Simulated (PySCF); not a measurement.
# H18LuO9 (Lu(H2O)93+): the cost of one run

Computed with PySCF 2.14.0. Level: PBE0, Lu lcecp-1-SVP with ECP60, O def2-SVP, H def2-SVP; scalar-relativistic core potentials, no spin–orbit coupling.

2 further runs of the same task are left out: 2 for a known fault of the program.

## 1. The system as given

28 atoms, charge 3, spin multiplicity 1.

Bond lengths: Lu1–O2 2.457 Å, Lu1–O5 2.457 Å, Lu1–O8 2.457 Å, Lu1–O11 2.457 Å, Lu1–O14 2.457 Å, Lu1–O17 2.457 Å, Lu1–O20 2.377 Å, Lu1–O23 2.377 Å, Lu1–O26 2.377 Å, O2–H3 0.969 Å, O2–H4 0.970 Å, O5–H6 0.969 Å, O5–H7 0.970 Å, O8–H9 0.969 Å, O8–H10 0.970 Å, O11–H12 0.970 Å, O11–H13 0.969 Å, O14–H15 0.970 Å and more. Angles: O2–Lu1–O5 73.9°, O2–Lu1–O8 73.9°, O2–Lu1–O11 92.1°, O2–Lu1–O14 139.4°, O2–Lu1–O17 139.4°, O2–Lu1–O20 69.7°, O2–Lu1–O23 133.9°, O2–Lu1–O26 69.7°, O5–Lu1–O8 73.9°, O5–Lu1–O11 139.4°, O5–Lu1–O14 92.1°, O5–Lu1–O17 139.4°, O5–Lu1–O20 69.7°, O5–Lu1–O23 69.7°, O5–Lu1–O26 133.9°, O8–Lu1–O11 139.4°, O8–Lu1–O14 139.4°, O8–Lu1–O17 92.1° and more.

As a file:

```xyz
28

Lu    0.0000    0.0000    0.0000
O     1.7051    0.0000    1.7696
H     1.6547    0.0000    2.7375
H     2.6575    0.0001    1.5843
O    -0.8526    1.4766    1.7696
H    -0.8274    1.4330    2.7375
H    -1.3288    2.3014    1.5843
O    -0.8525   -1.4767    1.7696
H    -0.8273   -1.4330    2.7375
H    -1.3287   -2.3015    1.5843
O     1.7051    0.0000   -1.7696
H     2.6575    0.0001   -1.5843
H     1.6547    0.0000   -2.7375
O    -0.8526    1.4766   -1.7696
H    -1.3288    2.3014   -1.5843
H    -0.8274    1.4330   -2.7375
O    -0.8525   -1.4767   -1.7696
H    -1.3287   -2.3015   -1.5843
H    -0.8273   -1.4330   -2.7375
O     1.1884    2.0584    0.0000
H     1.4782    2.5604    0.7763
H     1.4782    2.5604   -0.7763
O    -2.3768    0.0000    0.0000
H    -2.9564   -0.0001    0.7763
H    -2.9564   -0.0001   -0.7763
O     1.1884   -2.0584    0.0000
H     1.4783   -2.5603    0.7763
H     1.4783   -2.5603   -0.7763
```

Formal oxidation states: Lu +3. Each metal's 14 4f electrons lie in its core potential, so multiplicities, spins and levels count the valence alone. An earlier session relaxed this geometry at PBE0, Lu lcecp-1-SVP with ECP60, O def2-SVP, H def2-SVP (singlet, point group D3h). Its vibrations showed it to be a saddle point, relaxed within its symmetry.

Its energy there is -725.907394 Eh.

## 2. Atoms moved at random, σ = 0.03 Å

run.py (the lines that set the calculation)

```python
mol = gto.M(atom='''
Lu    -0.00347    -0.01657     0.00975
O      1.75216    -0.00173     1.75033
H      1.64490    -0.02211     2.72586
H      2.67889     0.03276     1.58616
O     -0.82631     1.49111     1.77062
H     -0.85045     1.43805     2.77417
H     -1.31369     2.28562     1.58658
O     -0.86359    -1.45285     1.73725
H     -0.84847    -1.42405     2.76537
H     -1.28670    -2.34734     1.59690
O      1.72580     0.01547    -1.82054
H      2.61216     0.01942    -1.52792
H      1.69490    -0.00254    -2.75748
O     -0.87281     1.49220    -1.77772
H     -1.33508     2.33953    -1.56411
H     -0.85936     1.42761    -2.69098
O     -0.83736    -1.45426    -1.75436
H     -1.35495    -2.24084    -1.57363
H     -0.80359    -1.45731    -2.78010
O      1.17796     2.07121     0.00728
H      1.53581     2.51398     0.75608
H      1.49511     2.53378    -0.76771
O     -2.41933    -0.00689    -0.03609
H     -2.97130    -0.01511     0.77304
H     -2.96419    -0.02280    -0.76469
O      1.14059    -2.04954     0.01694
H      1.49989    -2.58596     0.74831
H      1.45250    -2.56083    -0.78931''',
    basis={'Lu': 'lcecp-1-SVP', 'O': 'def2-SVP', 'H': 'def2-SVP'},
    ecp={'Lu': 'lcecp-1-SVP'},
    charge=3, spin=0)
mf = dft.RKS(mol, xc='PBE0')
mf.grids.atom_grid = (50, 194)  # f atoms: unpruned, at least (60, 302)
mf = mf.density_fit()  # fitting sets: Lu AutoAux, O def2-universal-JKFIT, H def2-universal-JKFIT
mf.conv_tol = 1e-08; mf.max_cycle = 55
mf.kernel(dm0)  # dm0: the density of the relaxed state
```

The run is started by

```bash
$ OMP_NUM_THREADS=4 python run.py
```

**Question.** How long does this run take on 4 threads of Intel Xeon Platinum 8259CL at 2.50GHz (Skylake/Cascade Lake), shared host?

About 38 s.
